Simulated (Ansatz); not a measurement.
# EuOs (CsCl type): how the settings move a single-point run

Aim: see which settings change the result for EuOs (CsCl type), by how much, and at what cost.

Method: reference: DFT PBE, scalar-relativistic, plane waves, PAW, in Ansatz 0.2.0.

3 further runs of the same task are left out: 3 that didn't finish. Runs told in other sessions of the task aren't counted.

**1. The structure to begin with**

It takes space group Pm-3m (No. 221, cubic). The conventional cell has a = 3.456 Å, b = 3.456 Å, c = 3.456 Å, α = 90.00°, β = 90.00°, γ = 90.00°. Around Eu (site symmetry m-3m) lie 8 Os at 2.99 Å. Os (site symmetry m-3m) has 8 Eu at 2.99 Å in its first shell of neighbours.

Coordinates:

```xyz
2
Lattice="3.4561 0.0000 0.0000 0.0000 3.4561 0.0000 0.0000 0.0000 3.4561" Properties=species:S:1:pos:R:3 pbc="T T T"
Eu    0.0000    0.0000    0.0000
Os    1.7280    1.7280    1.7280
```

**2. Reference**

input.yaml reads:

```yaml
crystal:
  lattice:
    - [3.4560940622, 0.0, 0.0]
    - [0.0, 3.4560940622, 0.0]
    - [0.0, 0.0, 3.4560940622]
  atoms:
    - { symbol: Eu, position: [0.0, 0.0, 0.0], spin: 7.02 }
    - { symbol: Os, position: [0.5, 0.5, 0.5] }
basis:
  ecutwfc: 420
  ecutrho_ratio: 4
kpoints:
  mp_grid: { grid: [10, 10, 10] }
hamiltonian:
  xc: pbe
scf:
  occupations: { method: gaussian, width: 0.05 }
output:
  forces: true
  stress: true
  eigenvalues: true
  populations: true
magnetization:
  spin_polarized: true
```

Run with:

```console
$ ansatz run input.yaml --threads 2 --pin off --max-ram 2662MiB --backend cpu --events-out ev --progress --plain --runs-dir out
```

**3. A further run, with the input changed**

Changes to input.yaml since step 2:

```diff
@@ -6,3 +6,3 @@
   atoms:
-    - { symbol: Eu, position: [0.0, 0.0, 0.0], spin: 7.02 }
+    - { symbol: Eu, position: [0.0, 0.0, 0.0], spin: 7.0 }
     - { symbol: Os, position: [0.5, 0.5, 0.5] }
@@ -17,2 +17,3 @@
   occupations: { method: gaussian, width: 0.05 }
+  n_extra_bands: 2
 output:
@@ -20,4 +21,2 @@
   stress: true
-  eigenvalues: true
-  populations: true
 magnetization:
```

**5. Changing settings: ecutwfc 25.7 Ry**

Changes to input.yaml since step 2:

```diff
@@ -6,6 +6,6 @@
   atoms:
-    - { symbol: Eu, position: [0.0, 0.0, 0.0], spin: 7.02 }
+    - { symbol: Eu, position: [0.0, 0.0, 0.0], spin: 7.0 }
     - { symbol: Os, position: [0.5, 0.5, 0.5] }
 basis:
-  ecutwfc: 420
+  ecutwfc: "25.7 Ry"
   ecutrho_ratio: 4
@@ -20,4 +20,2 @@
   stress: true
-  eigenvalues: true
-  populations: true
 magnetization:
```

**6. Changing settings: ecutwfc 800 eV, scf.algorithm density_mixing**

input.yaml reads:

```yaml
crystal:
  lattice:
    - [3.4560940622, 0.0, 0.0]
    - [0.0, 3.4560940622, 0.0]
    - [0.0, 0.0, 3.4560940622]
  atoms:
    - { symbol: Eu, position: [0.0, 0.0, 0.0], spin: 7.0 }
    - { symbol: Os, position: [0.5, 0.5, 0.5] }
basis:
  ecutwfc: "800 eV"
  ecutrho_ratio: 4
kpoints:
  mp_grid: { grid: [10, 10, 10] }
hamiltonian:
  xc: pbe
scf:
  occupations: { method: gaussian, width: 0.05 }
  algorithm: density_mixing
output:
  forces: true
  stress: true
  write_density: true
  write_potential: true
  elf: true
  volumetric_format: npy
magnetization:
  spin_polarized: true
```

**7. Changing settings: chi_scale 0.3**

input.yaml reads:

```yaml
crystal:
  lattice:
    - [3.4560940622, 0.0, 0.0]
    - [0.0, 3.4560940622, 0.0]
    - [0.0, 0.0, 3.4560940622]
  atoms:
    - { symbol: Eu, position: [0.0, 0.0, 0.0], spin: 7.0 }
    - { symbol: Os, position: [0.5, 0.5, 0.5] }
basis:
  ecutwfc: 420
  ecutrho_ratio: 4
kpoints:
  mp_grid: { grid: [10, 10, 10] }
hamiltonian:
  xc: pbe
scf:
  occupations: { method: gaussian, width: 0.05 }
  initial_density: { chi_scale: 0.3 }
output:
  forces: true
  stress: true
magnetization:
  spin_polarized: true
```

(Steps that only read results are left out.)

**Question.** What will these runs give? Wanted: for each run, ending; energy change; pressure; gap; abs. moment; force.

**Answer**, as computed:

| run | ending | energy change | pressure (GPa) | gap (eV) | abs. moment (μB) | force (eV/Å) | cycles | time |
| --- | --- | --- | --- | --- | --- | --- | --- | --- |
| reference | converged | 0 | 0.0 | 0.00 | 7.24 | 0.00 | 21 | 8.5 s |
| 1: n_extra_bands 2 | refused | - | - | - | - | - | - | 0.06 s |
| 2: ecutwfc 25.7 Ry | converged | +6.8 meV/atom | 0.1 | 0.00 | 7.24 | 0.00 | 22 | 7 s |
| 3: ecutwfc 800 eV, scf.algorithm density_mixing | converged | -2.7 meV/atom | 0.1 | 0.00 | 7.23 | 0.00 | 22 | 18 s |
| 4: chi_scale 0.3 | converged | 0.0 meV/atom | 0.0 | 0.00 | 7.24 | 0.00 | 21 | 7.5 s |

Times don't compare one to one where runs were asked for different outputs or read a saved state (see the inputs); cycles may leave out searches for a lower state.

Residual by cycle in the longest SCF loop of each run; runs are numbered as in the table. The quantity is the density residual dr2, in eV.

| cycle | reference | run 2 | run 3 | run 4 |
| --- | --- | --- | --- | --- |
| 1 | 0.329 | 0.323 | 0.327 | 0.329 |
| 3 | 0.0059 | 0.0061 | 0.00686 | 0.00612 |
| 5 | 0.00122 | 0.00103 | 0.00116 | 0.00133 |
| 7 | 5.9e-4 | 2.0e-4 | 4.1e-4 | 3.5e-4 |
| 9 | 5.7e-7 | 1.6e-7 | 1.5e-7 | 2.4e-7 |
| 11 | 0.0365 | 0.041 | 0.0394 | 0.0394 |
| 12 | 0.0333 | 0.0417 | 0.0388 | 0.0403 |
| 14 | 5.2e-4 | 2.9e-4 | 4.9e-4 | 5.7e-4 |
| 16 | 1.3e-6 | 1.1e-6 | 1.3e-6 | 1.4e-6 |
| 18 | 2.4e-7 | 7.5e-8 | 1.1e-7 | 1.5e-7 |
| 20 | 3.1e-8 | 1.9e-8 | 2.7e-8 | 6.9e-9 |
| 22 | - | 2.1e-8 | 2.6e-8 | - |

What this shows: Of the converged runs whose energies compare with the reference's, «ecutwfc 25.7 Ry» moves the energy most (+6.8 meV/atom) and «chi_scale 0.3» least (0.0 meV/atom). Run 2 ran under the cutoff that the potentials recommend, as the log warns, so basis error is mixed into its values. 1 of the 4 altered inputs did not end normally.
